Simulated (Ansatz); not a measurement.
# C2H5BO (SMILES B1CCO1) at PBE-QIDH/def2-SVP

Aim: the vertical singlet–triplet gap of C2H5BO at PBE-QIDH/def2-SVP, from 2 runs. 

The results are computed with Ansatz 0.2.0.

68 further runs of the same task are left out: 68 set aside as unsound or not needed.

## (1) The system as given

C2H5BO has 9 atoms, charge 0, and is taken as a singlet. As SMILES, `B1CCO1`. The coordinates come from a PBE0-D4/def2-TZVP relaxation.

Bond lengths: B1–C2 1.580 Å, C2–C3 1.533 Å, B1–O4 1.364 Å, C3–O4 1.455 Å, B1–H5 1.195 Å, C2–H6 1.091 Å, C2–H7 1.091 Å, C3–H8 1.092 Å, C3–H9 1.092 Å. Some angles: B1–C2–C3 80.2°, C2–B1–O4 95.4°, C2–C3–O4 93.7°, B1–O4–C3 90.7°, B1–C2–H6 117.4°, B1–C2–H7 117.4°, C3–C2–H6 115.4°, C3–C2–H7 115.4°, C2–B1–H5 139.9°, O4–B1–H5 124.7°.

## (2) A single-point energy at PBE-QIDH/def2-SVP

File job.yaml:

```yaml
crystal:
  periodic: [false, false, false]
  atoms:
    - symbol: B
      position_ang: [-0.402600, 0.301700, -1.082000]
    - symbol: C
      position_ang: [0.506000, 0.617000, 0.171000]
    - symbol: C
      position_ang: [-0.098600, -0.719600, 0.617700]
    - symbol: O
      position_ang: [-0.884800, -0.878500, -0.596200]
    - symbol: H
      position_ang: [-0.697000, 0.772800, -2.139500]
    - symbol: H
      position_ang: [0.236300, 1.479000, 0.782200]
    - symbol: H
      position_ang: [1.586200, 0.614100, 0.021000]
    - symbol: H
      position_ang: [-0.757600, -0.681300, 1.487200]
    - symbol: H
      position_ang: [0.600600, -1.551500, 0.721500]
basis:
  gaussian:
    orbitals: def2-SVP
hamiltonian:
  xc: {name: PBE-QIDH}
correlation:
  frozen_orbitals: {B: 1, C: 1, H: 0, O: 1}
accuracy: high
output:
  orbitals: {seedname: orbitals}
```

Launch:

```sh
ansatz run job.yaml --threads 1 --pin off --max-ram 3480MiB --events-out events.jsonl --progress --plain --runs-dir runs
```

Log:

```text
Warning: RAYON_NUM_THREADS=1 ignored (pool sized by the plan → 1); use --threads N
Functional definition: PBE-QIDH
  name "PBE-QIDH"
  parameter a = 3^(-1/3)
  parameter c = 1/3
  exchange = (1 - a)*pbe_x + a*exact_x
  correlation = (1 - c)*pbe_c + c*(mp2_os + mp2_ss)
1978 factors; integrals over basis functions are off by at most 3.5e-9 eV
mean field evaluation 1: about -4859.5313 eV, gradient 3.4e1 eV
mean field evaluation 2: about -4859.5354 eV, gradient 3.4e1 eV
mean field evaluation 4: about -4862.0776 eV, gradient 4.0e0 eV
mean field evaluation 8: about -4862.1108 eV, gradient 1.3e-1 eV
mean field evaluation 16: about -4862.1109 eV, gradient 3.4e-5 eV
mean field -4862.11088371 eV, -178.6792793193 hartree, gradient 8.5e-8 eV, S^2 0.000000; 0 other end points of the search recorded, 0 dependent functions left out
4 core orbitals not correlated: weight in the atoms' cores, before any rotation towards them, 1.000 or more for the frozen orbitals, at most 0.000 for the correlated occupied ones
reference -4862.11088463 eV, -178.6792793531 hartree; 11, 11 occupied and 66, 66 virtual orbitals, 1978 factors
second order -16.70226636 eV of doubles, -0.00000000 eV of singles
Total energy: -4867.67830675 eV, -178.8838783422 hartree
```

Run time: 7.5 s. Hardware: 1 thread of Arm Neoverse V2, shared host; peak memory 0.25 GiB.

## (3) The triplet at the same level

File in.yaml:

```yaml
crystal:
  periodic: [false, false, false]
  atoms:
    - symbol: B
      position_ang: [-0.402600, 0.301700, -1.082000]
    - symbol: C
      position_ang: [0.506000, 0.617000, 0.171000]
    - symbol: C
      position_ang: [-0.098600, -0.719600, 0.617700]
    - symbol: O
      position_ang: [-0.884800, -0.878500, -0.596200]
    - symbol: H
      position_ang: [-0.697000, 0.772800, -2.139500]
    - symbol: H
      position_ang: [0.236300, 1.479000, 0.782200]
    - symbol: H
      position_ang: [1.586200, 0.614100, 0.021000]
    - symbol: H
      position_ang: [-0.757600, -0.681300, 1.487200]
    - symbol: H
      position_ang: [0.600600, -1.551500, 0.721500]
basis:
  gaussian:
    orbitals: def2-SVP
magnetization:
  spin_polarized: true
  initial_magnetization: 2
hamiltonian:
  xc: {name: PBE-QIDH}
correlation:
  frozen_orbitals: {B: 1, C: 1, H: 0, O: 1}
accuracy: high
output:
  orbitals: {seedname: orbitals}
```

Launch:

```sh
ansatz run in.yaml --threads 1 --pin off --max-ram 3480MiB --events-out events.jsonl --progress --plain --runs-dir runs
```

Log, cut to the lines that bear on the results:

```text
Warning: RAYON_NUM_THREADS=1 ignored (pool sized by the plan → 1); use --threads N
[... 2 set-up lines as earlier in the session ...]
[...]
1978 factors; integrals over basis functions are off by at most 3.5e-9 eV
[...]
mean field -4855.89939701 eV, -178.4510113932 hartree, gradient 5.9e-8 eV, S^2 2.010077; 4 other end points of the search recorded, 0 dependent functions left out
4 core orbitals not correlated: weight in the atoms' cores, before any rotation towards them, 1.000 or more for the frozen orbitals, at most 0.000 for the correlated occupied ones
reference -4855.89939804 eV, -178.4510114310 hartree; 12, 10 occupied and 65, 67 virtual orbitals, 1978 factors
second order -16.51305394 eV of doubles, -0.00000000 eV of singles
Total energy: -4861.40374935 eV, -178.6532926108 hartree
```

It took 17 s on 1 thread of Arm Neoverse V2, shared host; peak memory 0.34 GiB.

## (4) Outcome

Level: PBE-QIDH/def2-SVP, 4 core orbitals frozen.

```
                                                         quantity          value
                                            singlet: total energy  -178.88388 Eh
                       singlet: HOMO energy (SCF part's orbitals)      -10.58 eV
                       singlet: LUMO energy (SCF part's orbitals)        2.12 eV
                     singlet: HOMO–LUMO gap (SCF part's orbitals)       12.70 eV
                                            triplet: total energy  -178.65329 Eh
triplet: HOMO energy (SCF part's orbitals) (highest over α and β)       -4.27 eV
 triplet: LUMO energy (SCF part's orbitals) (lowest over α and β)       -3.81 eV
                                                    triplet: ⟨S²⟩          2.010
                 vertical energy of the triplet above the singlet       6.275 eV
```

**Reading.** At this shape the triplet lies 6.27 eV (605 kJ/mol) above the singlet.
